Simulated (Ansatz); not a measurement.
## H₇NSeSi₂, SMILES N[SiH]([SiH3])[SeH]: an atomisation energy, step by step

Program: Ansatz's Python interface.

Notebook, run cell by cell (the value of a cell's last expression is shown):

**Cell 1**
```python
from collections import Counter

import ansatz as az
```

**Cell 2**
```python
BASIS_SET = "def2-TZVP"
LEVEL = "mp2"


def single_point(molecule, charge=0, unpaired=0):
    calc = molecule.calculation().basis(gaussian=BASIS_SET).correlation(LEVEL)
    if charge:
        calc = calc.charge(charge)
    if unpaired:
        calc = calc.spin("collinear", total=unpaired)
    report = calc.run(threads=1, pin="off").report
    if report["published_state_doubts"]:
        print("  doubts:", report["published_state_doubts"])
    return report["free_energy_ev"]
```

**Cell 3**
```python
system = (
    az.Crystal.molecule()
    .atom("N", [-0.879, 1.6451, -0.4138])
    .atom("Si", [-0.0541, 0.1389, -0.6085])
    .atom("Si", [0.5972, -0.5665, 1.3829])
    .atom("Se", [-1.3642, -1.4052, -1.5305])
    .atom("H", [-0.2382, 2.3761, -0.0722])
    .atom("H", [-1.1834, 2.0211, -1.3892])
    .atom("H", [1.1435, 0.3384, -1.4767])
    .atom("H", [1.3851, -1.8257, 1.2372])
    .atom("H", [-0.5356, -0.7455, 2.3085])
    .atom("H", [1.5278, 0.4363, 2.015])
    .atom("H", [-0.3335, -2.4701, -1.4321])
)
```

**Cell 4**
```python
# Hund ground states
unpaired = {"N": 3, "Si": 2, "Se": 2, "H": 1}
counts = Counter(site.symbol for site in system.cartesian_sites)
atom_energy = {s: single_point(az.Crystal.molecule().atom(s, (0, 0, 0)), 0, unpaired[s]) for s in counts}
whole = single_point(system, 0, 0)
for s, e in atom_energy.items():
    print(f"{s:2s} x{counts[s]}  {e:14.5f} eV")
print(f"H7NSeSi2: {whole:.5f} eV")
split = sum(counts[s] * e for s, e in atom_energy.items()) - whole
print(f"atomisation energy (no zero-point term): {23.060548 * split:.1f} kcal/mol, {split / sum(counts.values()):.3f} eV an atom")
```
Output:
```text
N  x1     -1482.95560 eV
Si x2     -7861.52477 eV
Se x1    -65308.43204 eV
H  x7       -13.60052 eV
H7NSeSi2: -82641.90913 eV
atomisation energy (no zero-point term): 744.1 kcal/mol, 2.933 eV an atom
```

744.1 kcal/mol from the electronic energies, without the zero-point term.

Reading the output:
- Total energies depend on the basis set; only differences at equal settings carry meaning.
- The geometry is a force-field or estimated start, not a minimum of this method, and the basis set is short of its limit. All parts are taken at fixed geometry, without zero-point energy.
- The spin-orbit lowering of heavy atoms is left out.
- Run time: 9.3 s on 1 thread of Arm Neoverse V1, on a shared host, peak memory 0.48 GiB.
